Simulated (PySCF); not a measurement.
# C4H10OP2Si: the cost of one run

Computed with PySCF 2.14.0 and routines of our own; the level stands in each step. Atoms count from 0.

## (1) The starting structure

18 atoms, charge 0, multiplicity 1; geometry from: GFN2-xTB.

## (2) Magnetic properties: GIAO CAM-B3LYP/pcSseg-1

Job settings and geometry (Å):

```
{"job": {"kind": "mag", "xc": "CAM-B3LYP", "basis": "pcSseg-1", "isotopologues": 2}, "charge": 0, "multiplicity": 1}
O     -2.576124    -1.784101     0.309703
P     -1.708989    -0.632373     0.019325
P     -2.865790     1.219830    -0.143070
C     -0.249345    -0.364241     1.066871
C      0.837819    -0.094758     0.349508
Si     2.552793     0.233645     1.062369
C      0.634712    -0.023875    -1.143456
C     -0.670607    -0.727744    -1.504152
H     -1.769604     2.033297     0.130799
H     -3.220030     1.122826     1.199361
H     -0.290010    -0.434326     2.140966
H      3.471776    -0.762400     0.509669
H      2.962021     1.575706     0.637262
H      2.489193     0.152589     2.518950
H      1.486626    -0.461774    -1.668100
H      0.589380     1.032276    -1.428456
H     -1.170683    -0.287346    -2.367514
H     -0.511898    -1.790913    -1.701692
```

With the program's defaults for keys left out, this is: GIAO CAM-B3LYP/pcSseg-1 magnetisability, rotational g tensor and spin-rotation constants, non-relativistic, gas phase.

Run with:

```sh
> OMP_NUM_THREADS=1 python excited_run.py task.json out
```

One launch serves the whole session: the jobs run in the order shown.

**Question.** How long does this first job take on 1 thread of Intel Xeon 6975P-C, shared host, and how much memory does it need?

About 51 s, with a peak of 1.2 GiB.
